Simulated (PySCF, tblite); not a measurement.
# C3H8AlF3O2: a rotation path, then NMR shifts on frames, part 2 of 2

tblite 0.8.0 and PySCF 2.14.0. Atoms count from 0. Earlier steps stand in the parts before.

### 5 Nuclear shieldings: image 4, PBE0/pcSseg-1

What the job is given:

```
{"job": {"kind": "nmr", "xc": "PBE0", "basis": "pcSseg-1", "pop": false}, "charge": 0, "multiplicity": 1}
C     -1.167300    -1.412200     0.186000
O     -0.696600    -0.144300    -0.247200
Al    -1.557000     1.356900     0.576900
C      0.344500    -0.158600    -1.153300
O      1.552700    -0.618000    -0.566200
C      2.237000     0.206400     0.237800
F      1.702200     1.412900     0.377800
F      2.363600    -0.315700     1.457000
F      3.477000     0.384900    -0.228300
H     -1.589800    -1.965200    -0.655900
H     -0.367500    -1.986800     0.655700
H     -1.948200    -1.194400     0.916900
H     -1.178400     1.023100     2.067700
H     -2.999200     0.956000     0.088600
H     -0.789300     2.467400    -0.225800
H      0.166200    -0.866600    -1.971400
H      0.443000     0.866100    -1.526200
```

Method: GIAO PBE0/pcSseg-1 NMR shielding, non-relativistic, gas phase.

The program printed:

```text
coarse grid: 15272 points
cycle   1  E = -810.4774081728  dE =  1.424e+00  |g| = 1.075e+00  |ddm| = 3.446e+00
cycle   2  E = -810.3342289469  dE =  1.432e-01  |g| = 1.493e+00  |ddm| = 1.171e+00
cycle   3  E = -810.6727754105  dE = -3.385e-01  |g| = 6.383e-02  |ddm| = 6.682e-01
cycle   4  E = -810.6731880733  dE = -4.127e-04  |g| = 4.282e-02  |ddm| = 5.836e-02
cycle   5  E = -810.6734653083  dE = -2.772e-04  |g| = 1.082e-02  |ddm| = 2.555e-02
cycle   6  E = -810.6734836880  dE = -1.838e-05  |g| = 2.638e-03  |ddm| = 7.234e-03
cycle   7  E = -810.6734849597  dE = -1.272e-06  |g| = 6.677e-04  |ddm| = 1.846e-03
final grid: 145720 points
cycle   8  E = -810.7649218721  dE = -5.260e-05  |g| = 1.186e-02  |ddm| = 2.664e-02
cycle   9  E = -810.7649053230  dE =  1.655e-05  |g| = 1.566e-02  |ddm| = 1.293e-02
cycle  10  E = -810.7649459175  dE = -4.059e-05  |g| = 9.249e-04  |ddm| = 7.409e-03
cycle  11  E = -810.7649460928  dE = -1.753e-07  |g| = 2.385e-04  |ddm| = 8.378e-04
cycle  12  E = -810.7649461023  dE = -9.529e-09  |g| = 8.872e-05  |ddm| = 1.789e-04
cycle  13  E = -810.7649461033  dE = -1.023e-09  |g| = 2.002e-05  |ddm| = 4.850e-05
cycle  14  E = -810.7649461034  dE = -6.889e-11  |g| = 4.791e-06  |ddm| = 1.475e-05
converged SCF energy = -810.7649461034

GIAO shielding tensors (ppm)
atom      isotropic    diamagn.    paramagn.     s11        s22        s33       span
  0 C      126.968     246.880    -119.912     91.992    106.836    182.076     90.084
  1 O      286.194     403.366    -117.172    236.954    291.467    330.161     93.208
  2 Al     399.324     796.334    -397.010    370.783    400.704    426.485     55.702
  3 C       91.580     243.880    -152.299     66.716     91.772    116.253     49.538
  4 O      196.858     399.315    -202.458    143.226    205.031    242.315     99.089
  5 C       55.546     238.143    -182.597     50.521     55.933     60.186      9.665
  6 F      248.778     476.010    -227.231    184.415    232.767    329.154    144.739
  7 F      234.207     472.458    -238.251    167.980    188.604    346.037    178.056
  8 F      236.024     465.993    -229.969    171.196    188.633    348.241    177.045
  9 H       28.246      29.375      -1.129     24.539     25.300     34.899     10.360
 10 H       27.452      30.659      -3.207     22.824     26.642     32.891     10.067
 11 H       27.026      29.906      -2.880     22.507     26.053     32.519     10.012
 12 H       27.346      31.175      -3.828     24.360     26.535     31.144      6.784
 13 H       27.415      30.530      -3.115     23.806     26.339     32.098      8.292
 14 H       27.538      31.147      -3.609     24.023     27.623     30.969      6.946
 15 H       26.776      29.422      -2.647     21.761     26.913     31.653      9.892
 16 H       25.555      30.468      -4.913     22.032     26.030     28.602      6.570
```

It took 2 min on 1 thread, shared host.

In short: δ C5 131.4, C3 95.3, C0 60.0, O4 139.2, H16 6.16, H15 4.94 ppm.

### 6 Shielding tensors: image 6, PBE0/pcSseg-1

What the job is given:

```
{"job": {"kind": "nmr", "xc": "PBE0", "basis": "pcSseg-1", "pop": false}, "charge": 0, "multiplicity": 1}
C     -1.224000    -1.401200     0.172600
O     -0.724400    -0.154400    -0.287700
Al    -1.520300     1.399000     0.515900
C      0.379300    -0.218700    -1.112600
O      1.515600    -0.703300    -0.407000
C      2.220300     0.194200     0.285900
F      1.484000     1.147500     0.853800
F      2.892000    -0.423900     1.246800
F      3.121800     0.825700    -0.480000
H     -1.634100    -1.975500    -0.661000
H     -0.441800    -1.971400     0.676800
H     -2.014700    -1.150900     0.880400
H     -1.191300     1.082200     2.019000
H     -2.967200     1.049400     0.011000
H     -0.682600     2.451900    -0.298600
H      0.236300    -0.933500    -1.932000
H      0.544200     0.795000    -1.493100
```

Level: GIAO PBE0/pcSseg-1 NMR shielding, non-relativistic, gas phase.

The program printed:

```text
coarse grid: 15272 points
cycle   1  E = -810.4774177454  dE =  1.433e+00  |g| = 1.075e+00  |ddm| = 3.447e+00
cycle   2  E = -810.3325932619  dE =  1.448e-01  |g| = 1.496e+00  |ddm| = 1.184e+00
cycle   3  E = -810.6730323649  dE = -3.404e-01  |g| = 6.374e-02  |ddm| = 6.757e-01
cycle   4  E = -810.6734464105  dE = -4.140e-04  |g| = 4.252e-02  |ddm| = 5.843e-02
cycle   5  E = -810.6737195122  dE = -2.731e-04  |g| = 1.107e-02  |ddm| = 2.570e-02
cycle   6  E = -810.6737389002  dE = -1.939e-05  |g| = 2.608e-03  |ddm| = 7.356e-03
cycle   7  E = -810.6737401329  dE = -1.233e-06  |g| = 6.582e-04  |ddm| = 1.831e-03
final grid: 145720 points
cycle   8  E = -810.7659983673  dE = -5.339e-05  |g| = 1.224e-02  |ddm| = 2.522e-02
cycle   9  E = -810.7659800017  dE =  1.837e-05  |g| = 1.629e-02  |ddm| = 1.327e-02
cycle  10  E = -810.7660236949  dE = -4.369e-05  |g| = 9.194e-04  |ddm| = 7.700e-03
cycle  11  E = -810.7660238664  dE = -1.715e-07  |g| = 2.542e-04  |ddm| = 8.429e-04
cycle  12  E = -810.7660238771  dE = -1.070e-08  |g| = 8.676e-05  |ddm| = 1.796e-04
cycle  13  E = -810.7660238781  dE = -1.012e-09  |g| = 2.123e-05  |ddm| = 4.966e-05
cycle  14  E = -810.7660238782  dE = -7.662e-11  |g| = 4.702e-06  |ddm| = 1.514e-05
converged SCF energy = -810.7660238782

GIAO shielding tensors (ppm)
atom      isotropic    diamagn.    paramagn.     s11        s22        s33       span
  0 C      127.962     246.860    -118.898     93.087    108.249    182.548     89.462
  1 O      287.293     402.665    -115.372    239.130    292.439    330.310     91.180
  2 Al     399.176     796.262    -397.086    371.070    398.973    427.485     56.416
  3 C       92.508     244.410    -151.902     66.904     93.022    117.597     50.693
  4 O      197.192     399.783    -202.591    145.215    209.021    237.339     92.124
  5 C       55.827     238.747    -182.920     51.770     54.223     61.487      9.718
  6 F      242.932     477.078    -234.146    180.355    213.036    335.405    155.051
  7 F      245.730     469.127    -223.397    181.654    206.034    349.501    167.847
  8 F      241.896     468.548    -226.652    171.637    196.126    357.924    186.287
  9 H       28.239      29.249      -1.009     24.454     25.242     35.021     10.567
 10 H       27.448      30.614      -3.166     22.788     26.663     32.892     10.104
 11 H       27.102      29.844      -2.742     22.521     26.120     32.665     10.144
 12 H       27.390      31.145      -3.755     24.491     26.548     31.130      6.639
 13 H       27.425      30.557      -3.132     23.771     26.343     32.159      8.388
 14 H       27.554      31.128      -3.574     24.134     27.466     31.061      6.927
 15 H       26.777      29.449      -2.672     21.693     26.834     31.803     10.110
 16 H       25.644      30.561      -4.917     21.921     26.471     28.540      6.619
```

It took 2.1 min on 1 thread, shared host.

This run: δ C5 131.1, C3 94.4, C0 59.0, O4 138.9, H16 6.07, H15 4.94 ppm.

### 7 Shielding tensors: image 8, PBE0/pcSseg-1

What the job is given:

```
{"job": {"kind": "nmr", "xc": "PBE0", "basis": "pcSseg-1", "pop": false}, "charge": 0, "multiplicity": 1}
C     -1.246000    -1.383900     0.201800
O     -0.697900    -0.166600    -0.279800
Al    -1.463600     1.432200     0.459100
C      0.395100    -0.279800    -1.112500
O      1.551200    -0.728000    -0.414500
C      2.188000     0.195500     0.310100
F      1.443200     0.725100     1.282700
F      3.244400    -0.365900     0.880700
F      2.628800     1.218800    -0.428400
H     -1.635900    -1.978500    -0.627600
H     -0.499700    -1.953300     0.758200
H     -2.058900    -1.088600     0.865900
H     -1.290700     1.134500     1.988900
H     -2.881800     1.156900    -0.164100
H     -0.486900     2.415500    -0.292500
H      0.240700    -1.034700    -1.892700
H      0.563000     0.712900    -1.545300
```

Level: GIAO PBE0/pcSseg-1 NMR shielding, non-relativistic, gas phase.

The program printed:

```text
coarse grid: 15272 points
cycle   1  E = -810.4797210441  dE =  1.433e+00  |g| = 1.074e+00  |ddm| = 3.451e+00
cycle   2  E = -810.3359356621  dE =  1.438e-01  |g| = 1.492e+00  |ddm| = 1.176e+00
cycle   3  E = -810.6745699472  dE = -3.386e-01  |g| = 6.225e-02  |ddm| = 6.693e-01
cycle   4  E = -810.6749767743  dE = -4.068e-04  |g| = 4.066e-02  |ddm| = 5.701e-02
cycle   5  E = -810.6752214917  dE = -2.447e-04  |g| = 1.105e-02  |ddm| = 2.474e-02
cycle   6  E = -810.6752408316  dE = -1.934e-05  |g| = 2.562e-03  |ddm| = 7.344e-03
cycle   7  E = -810.6752419973  dE = -1.166e-06  |g| = 6.812e-04  |ddm| = 1.805e-03
final grid: 145720 points
cycle   8  E = -810.7672474049  dE = -5.153e-05  |g| = 1.226e-02  |ddm| = 2.393e-02
cycle   9  E = -810.7672291312  dE =  1.827e-05  |g| = 1.628e-02  |ddm| = 1.328e-02
cycle  10  E = -810.7672728148  dE = -4.368e-05  |g| = 9.009e-04  |ddm| = 7.690e-03
cycle  11  E = -810.7672729799  dE = -1.652e-07  |g| = 2.491e-04  |ddm| = 8.201e-04
cycle  12  E = -810.7672729902  dE = -1.022e-08  |g| = 8.567e-05  |ddm| = 1.738e-04
cycle  13  E = -810.7672729912  dE = -9.916e-10  |g| = 2.083e-05  |ddm| = 4.854e-05
converged SCF energy = -810.7672729912

GIAO shielding tensors (ppm)
atom      isotropic    diamagn.    paramagn.     s11        s22        s33       span
  0 C      126.949     246.677    -119.728     90.876    107.369    182.601     91.725
  1 O      288.274     403.216    -114.942    245.385    291.848    327.590     82.205
  2 Al     398.364     796.299    -397.935    370.170    396.965    427.957     57.786
  3 C       92.116     244.307    -152.191     65.935     91.805    118.608     52.673
  4 O      196.119     399.029    -202.910    147.594    204.304    236.459     88.866
  5 C       56.566     237.857    -181.292     53.432     54.113     62.152      8.719
  6 F      238.053     476.957    -238.903    168.974    204.806    340.379    171.405
  7 F      246.640     467.225    -220.584    182.360    205.362    352.199    169.839
  8 F      252.378     471.361    -218.983    171.284    225.027    360.823    189.539
  9 H       28.201      29.253      -1.052     24.462     25.232     34.910     10.447
 10 H       27.422      30.519      -3.097     22.913     26.360     32.993     10.080
 11 H       27.092      29.763      -2.670     22.519     26.059     32.699     10.180
 12 H       27.386      31.105      -3.719     24.499     26.550     31.109      6.611
 13 H       27.378      30.549      -3.171     23.729     26.245     32.161      8.433
 14 H       27.519      31.313      -3.794     23.994     27.715     30.848      6.853
 15 H       26.772      29.549      -2.777     21.768     26.865     31.683      9.915
 16 H       25.426      30.574      -5.148     21.749     26.402     28.126      6.377
```

Run time: 2.1 min. Hardware: 1 thread, shared host.

This run: δ C5 130.4, C3 94.8, C0 60.0, O4 140.0, H16 6.29, H15 4.94 ppm.

### 8 Comparing the runs: NMR shifts

Shifts (ppm) of some atoms, chosen among heavy atoms and hydrogens apart, with basis size and wall time:

| frame | C0 | H16 | H11 | O1 | F7 | F8 | F6 | functions | time |
| --- | --- | --- | --- | --- | --- | --- | --- | --- | --- |
| image 0 | 59.8 | 6.29 | 4.62 | 47.8 | -67.6 | -75.7 | -81.5 | 200 | 2.3 min |
| image 2 | 60.8 | 6.31 | 4.70 | 47.7 | -63.6 | -72.8 | -81.4 | 200 | 2 min |
| image 4 | 60.0 | 6.16 | 4.69 | 49.9 | -63.3 | -65.1 | -77.8 | 200 | 2 min |
| image 6 | 59.0 | 6.07 | 4.61 | 48.8 | -74.8 | -70.9 | -72.0 | 200 | 2.1 min |
| image 8 | 60.0 | 6.29 | 4.62 | 47.8 | -75.7 | -81.4 | -67.1 | 200 | 2.1 min |

### 9 What came out

What follows sums up all 2 parts.

```
                                          quantity                                               value
                                           barrier                  0.078 eV (1.8 kcal/mol) at image 4
                             end to end (GFN2-xTB)                                            0.000 eV
   ¹³C shifts against TMS (PBE0/pcSseg-1, image 0)                               130.3, 94.8, 59.8 ppm
    ¹H shifts against TMS (PBE0/pcSseg-1, image 0)  6.29, 4.94, 4.62, 4.34, 4.32, 4.30, 4.20, 3.50 ppm
   ¹⁷O shifts against H2O (PBE0/pcSseg-1, image 0)                                     139.8, 47.8 ppm
²⁷Al shifts against AlH4- (PBE0/pcSseg-1, image 0)                                            91.5 ppm
 ¹⁹F shifts against CFCl3 (PBE0/pcSseg-1, image 0)                             -67.6, -75.7, -81.5 ppm
                          range of the shift of F8                                  -81.4 to -65.1 ppm
```

What this shows: Along the band the dihedral turns by 119°, and the top (dihedral -122°) lies 1.8 kcal/mol above the start (GFN2-xTB, rough), so at room temperature this motion is fast. The top was not checked by a frequency run. Shifts at one fixed geometry are not the observed spectrum, which averages over the motion. In the first frame run (image 0): The widest tensor belongs to F6: span 190 ppm, with a paramagnetic part of -219 ppm. In ppm, F8 moves most: its shift spreads over 16.4 ppm, from -81.4 (image 8) to -65.1 (image 4).
